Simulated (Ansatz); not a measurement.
# CoMoF at fixed geometry

The system is CoMoF, a structure type of another compound, with these elements put in. Wanted, at the geometry given: its forces and stress, its levels, and how its atoms share the electrons.

Computed, not measured: Ansatz 0.2.0, DFT, PBE, no spin polarisation, plane waves, PAW.

## Step 1: The system as given

The structure is orthorhombic, space group Pmmn (No. 59). Conventional cell: a = 4.266 Å, b = 4.428 Å, c = 7.468 Å, α = 90.00°, β = 90.00°, γ = 90.00°. Mo (site symmetry mm2) is surrounded by 2 Co at 2.58 Å. F (site symmetry mm2) has 4 Co at 2.88 to 3.07 Å as nearest neighbours. Co (site symmetry mm2) has 4 Mo at 2.58 to 2.97 Å and 4 F at 2.88 to 3.07 Å as nearest neighbours.

Structure file:

```
Mo F Co
1.0
     4.42773    0.00000    0.00000
     0.00000    4.26627    0.00000
     0.00000    0.00000    7.46783
Mo F Co
2 2 2
Direct
  0.00000 0.00000 0.54980
  0.50000 0.50000 0.45020
  0.00000 0.00000 0.01270
  0.50000 0.50000 0.98730
  0.00000 0.50000 0.27250
  0.50000 0.00000 0.72750
```

It is a restart: the density comes from an earlier run on this cell.

## Step 2: Self-consistent run

input.yaml

```yaml
crystal:
  lattice:
    - [4.427731, 0.0, 0.0]
    - [0.0, 4.266268, 0.0]
    - [0.0, 0.0, 7.467827]
  atoms:
    - { symbol: Mo, position: [0.0, 0.0, 0.5498] }
    - { symbol: Mo, position: [0.5, 0.5, 0.4502] }
    - { symbol: F, position: [0.0, 0.0, 0.0127] }
    - { symbol: F, position: [0.5, 0.5, 0.9873] }
    - { symbol: Co, position: [0.0, 0.5, 0.2725] }
    - { symbol: Co, position: [0.5, 0.0, 0.7275] }
  symmetry: { tolerance: 0.0003 }
kpoints:
  mp_grid: { grid: [8, 8, 5], shift: [0, 0, 0] }
  band_path:
    path:
      - [0.0, 0.0, 0.0]
      - [0.0, 0.5, 0.0]
      - [-0.5, 0.5, 0.0]
      - [-0.5, 0.0, 0.0]
      - [0.0, 0.0, 0.0]
      - [0.0, 0.0, 0.5]
      - [0.0, 0.5, 0.5]
      - [-0.5, 0.5, 0.5]
      - [-0.5, 0.0, 0.5]
      - [0.0, 0.0, 0.5]
      - [0.0, 0.5, 0.0]
    npoints: 6
magnetization:
  spin_polarized: false
scf:
  occupations: { method: gaussian, width: 0.26 }
  lower_state_search: "off"
  max_iter: 200
hamiltonian:
  pseudopotentials: { kind: paw }
  xc: pbe
basis:
  ecutwfc: 420
  fft_grid_basis: typed
output:
  forces: true
  stress: true
  eigenvalues: true
  bader: true
  populations: true
  elf: true
  write_potential: true
  volumetric_format: npy
  dos:
    e_range: [-12, 8]
    de: 0.05
    projected: { site_lists: { Co: [Co], F: [F], Mo: [Mo] } }
checkpoint:
  read: saved_state
```

Output, shortened:

```text
Warning: checkpoint.read: basis.xc_grid differs: saved 1, current 2 (points along each axis for each point of the dense box; where the key is left out runs that use forces, runs that use the stress, dielectric runs by a finite field, finite-displacement phonons, runs of [...]
Warning: RAYON_NUM_THREADS=1 ignored (pool sized by the plan → 1); use --threads N
[...]
Pseudopotentials: kind: paw
Pseudopotential: Mo, paw, valence charge 14, recommended cutoff 420 eV (normal), Mo.paw.azcp
Pseudopotential: F, paw, valence charge 7, recommended cutoff 420 eV (normal), F.paw.azcp
Pseudopotential: Co, paw, valence charge 17, recommended cutoff 420 eV (normal), Co.paw.azcp
Functional definition: PBE
[...]
Crystal: 6 atoms, lattice volume = 141.066 Å³
Basis set: ecut = 420 eV, 2773 PW (Γ), exchange–correlation on 60×60×100 points (8 copies of the dense FFT grid, shifted against one another)
Bands: 46, of which v1, the nominal top of the filled ones, is band 38 counted from 1 (37 counted from 0)
Symmetry: 8 space group operations
Space group: Pmmn (ITA 59), of the structure as read, at distance tolerance 1.6e-3 Å
k-points: 75 of 320
[...]
SCF iter   1: F=—  HF=-21769.348085 eV  |F-HF|=—  |Δ(HF+E_count)|=         —  Δρ=3.42e-3  dr2=9.67e-3  ethr=1.78e-5  ⟨swp⟩=2.7  Hψ=17920  notcnv=0
[...]
SCF iter   9: F=-21769.366754 eV  HF=-21769.366754 eV  |F-HF|=1.49e-10  |Δ(HF+E_count)|=   1.96e-9  Δρ=9.74e-7  dr2=1.15e-9  ethr=1.32e-10  ⟨swp⟩=7.0  Hψ=19725  notcnv=0
[...]
NSCF: frozen V_eff on 61 k-points
SCF converged after 9 iterations
Free energy (F): -21769.366754 eV
[...]
E sigma→0 (E₀):  -21769.154393 eV
Entropy (-TS):   -0.424723 eV (-70.787 meV/atom)
Fermi energy:    4.882114 eV
[...]
--- Forces (eV/Å), atoms counted from 1 ---
  atom   1  Mo    -0.00000000     0.00000000    -0.79624189
  atom   2  Mo     0.00000000     0.00000000     0.79624189
  atom   3  F      0.00000000     0.00000000     0.06640296
  atom   4  F     -0.00000000     0.00000000    -0.06640296
  atom   5  Co     0.00000000     0.00000000     0.50354547
  atom   6  Co    -0.00000000     0.00000000    -0.50354547
[...]
--- Stress (GPa, compression-positive) ---
      -22.154781      -0.000000      -0.000000
       -0.000000     -20.220234      -0.000000
       -0.000000      -0.000000     -24.359945
  P = ⅓ Tr σ = -22.2450 GPa (-222.450 kbar)
--- Band table (eV; the first three rows and the last of 75) ---
[...]
--- Löwdin populations: 6 sites ---
  site symbol       q [e]
     0     Mo     13.7968
     1     Mo     13.7968
     2      F      7.5647
     3      F      7.5647
     4     Co     16.4032
     5     Co     16.4032
  spilling = 0.006194 (of n_electrons = 76.000000)
--- Bader charges: 6 sites ---
  site symbol  charge [e]  shift [e]
     0     Mo      0.4833     0.0000
     1     Mo      0.4833     0.0000
     2      F     -0.6387     0.0000
     3      F     -0.6387     0.0000
     4     Co      0.1554     0.0000
     5     Co      0.1554     0.0000
  estimated error of the sums over rays = 3.7e-4 e
```

It took 87 s on 1 thread of an Arm CPU, shared host; peak memory 0.62 GiB.

## Step 3: Forces on the atoms, stress on the cell

The largest forces, with each atom's nearest neighbour:

| atom | force (eV/Å) | nearest | distance (Å) | direction |
| --- | --- | --- | --- | --- |
| Mo1 | 0.796 | Co6 | 2.58 | (others are as near) |
| Mo2 | 0.796 | Co5 | 2.58 | (others are as near) |
| Co5 | 0.504 | Mo2 | 2.58 | (others are as near) |
| Co6 | 0.504 | Mo1 | 2.58 | (others are as near) |
| F3 | 0.066 | Co5 | 2.88 | (others are as near) |
| F4 | 0.066 | Co6 | 2.88 | (others are as near) |

Diagonalising the stress gives -24.36, -22.15, -20.22 GPa, so P = -22.24 GPa (positive in compression).

## Step 4: Bands along the path

Levels near the Fermi level at the path's corners (eV):

| point | band 38 | band 39 | band 40 | band 41 | band 42 | band 43 |
| --- | --- | --- | --- | --- | --- | --- |
| Γ | 0.04 | 0.19 | 0.21 | 0.28 | 0.29 | 0.62 |
| X | -0.05 | 0.13 | 0.13 | 0.68 | 0.68 | 0.82 |
| S | -0.16 | -0.09 | -0.09 | 0.80 | 0.80 | 0.98 |
| Y | -0.21 | 0.15 | 0.15 | 0.77 | 0.77 | 1.02 |
| Γ | 0.04 | 0.19 | 0.21 | 0.28 | 0.29 | 0.62 |
| Z | 0.13 | 0.17 | 0.25 | 0.38 | 0.45 | 0.65 |
| U | -0.09 | 0.10 | 0.10 | 0.70 | 0.70 | 0.84 |
| R | -0.19 | 0.31 | 0.31 | 0.80 | 0.80 | 0.95 |
| T | -0.16 | 0.17 | 0.17 | 0.64 | 0.64 | 1.03 |
| Z | 0.13 | 0.17 | 0.25 | 0.38 | 0.45 | 0.65 |
| X | -0.05 | 0.13 | 0.13 | 0.68 | 0.68 | 0.82 |

The same bands between the corners:

```
distance (1/Å)  band 40  band 41
          0.00     0.21     0.28
          0.25     0.14     0.19
          0.49     0.06     0.43
          0.74     0.13     0.68
          0.97     0.08     0.60
          1.21    -0.05     0.67
          1.45    -0.09     0.80
          1.69     0.02     0.56
          1.94     0.10     0.64
          2.18     0.15     0.77
          2.42     0.42     0.47
          2.66     0.22     0.44
          2.89     0.21     0.28
          3.03     0.27     0.27
          3.17     0.26     0.35
          3.31     0.25     0.38
          3.56     0.26     0.31
          3.80     0.21     0.49
          4.05     0.10     0.70
          4.29     0.17     0.61
          4.52     0.27     0.65
          4.76     0.31     0.80
          5.00     0.24     0.62
          5.25     0.17     0.62
          5.49     0.17     0.64
          5.73     0.43     0.47
          5.97     0.42     0.49
          6.20     0.25     0.38
          6.49     0.24     0.27
          6.77     0.11     0.44
          7.05     0.13     0.68
```

## Step 5: States by energy

Counts of states in windows (eV from the Fermi level; tetrahedra), total and projected:

```
from    to  total  Co d   F p  Mo d
-5.0  -4.0   0.30  0.00  0.01  0.03
-4.0  -3.0   1.09  0.06  0.03  0.19
-3.0  -2.0   6.54  1.56  0.78  3.13
-2.0  -1.0  19.50  8.27  6.15  4.10
-1.0   0.0  12.46  5.61  4.15  2.36
```

The bands computed are complete only to about 0.9 eV above the Fermi level.

## Step 6: Atomic charges

Gathered by element (positive charge: electrons given up): Löwdin charges also hold the electrons that the projection spills.

```
element  atoms  Bader charge (e)  Bader volume (Å³)  Löwdin charge (e)
     Mo      2             +0.48               26.5              +0.20
      F      2             -0.64               21.7              -0.57
     Co      2             +0.16               21.5              +0.60
```

Löwdin charges rest on a small set of atomic orbitals that misses 0.6 % of the electrons, so they need not add up to the cell's charge and can differ from Bader's even in sign.

## Step 7: Fields in real space

Maps in the plane spanned by b and c at height 0.000 along a (axes of the input's cell), one cell: b runs left to right (13 points from zero), c bottom to top (23 points), 90° apart. Near the nuclei they are pseudo-fields.

Valence density. Ten steps from '0' (0.00 e/Å³) to '9' (40.90 e/Å³), finer at the low end (step k begins (100^(k/10) - 1)/99 of the way up):
```
5420000000024
2100000000001
0000000000000
0000000000000
0000000000000
0000000000000
1100000000001
3310000000013
5531000000135
6641000000146
6541000000145
5431000000134
2211000000112
1000111111000
0000135531000
0000259952000
0000269962000
0000147741000
0000013310000
1100000000001
4310000000013
7520000000025
7630000000036
```

ELF. Ten even steps from '0' (0.00) to '9' (0.97):
```
7874100001478
7752000000257
4320000000023
0000000000000
0000000000000
0000000000000
2100000000001
6520001100025
7761012210167
3672122221276
4662133331266
7742233332247
4323432234323
1124311113421
1243124421342
1122259952221
0011269962110
0000137731000
2100012210001
6531000000135
8873000000378
6785100001587
4785100001587
```

Atoms within 0.2 Å of the plane, in fractions of b and c: Mo at (0.00, 0.55), F at (0.00, 0.01), Co at (0.50, 0.27).

Scans along the contacts give these minima of the density:

```
contact  length (Å)  minimum at (fraction)  density (e/Å³)   ELF
Mo1–Co6       2.581                   0.53           0.404  0.41
 F3–Co5       2.884                   0.50           0.074  0.05
  F3–F4       3.080                   0.50           0.037  0.01
```

## Step 8: What came out

```
                                                 quantity                          value
                                            largest force               0.796 eV/Å on Mo
                                                 pressure                      -22.2 GPa
           formation energy (elements from separate runs)                   1.06 eV/atom
                                                character                          metal
density of states, mean within 0.25 eV of the Fermi level             14 per eV per cell
                                            Bader charges  Mo +0.48, F -0.64, Co +0.16 e
```

**Reading.** It is a metal; within 0.25 eV of the Fermi level the density of states averages 14 per eV per cell, mostly Co d (46 %) and Mo d (45 %). Against the elements' reference phases (Mo bcc, F2 molecule, Co hcp; separate runs with the same functional) the formation energy is 1.06 eV per atom, so at this geometry and without moments it is not bound against them. Mo loses most charge (+0.48 e on average) and F gains most (-0.64 e). With forces up to 0.80 eV/Å (on Mo), a relaxation would move the atoms.

Limits of this run: a 3d oxide or halide that comes out metallic without a U or exact exchange, which may be an insulator in nature; no spin polarisation, so a magnetic state may lie lower; wide smearing.
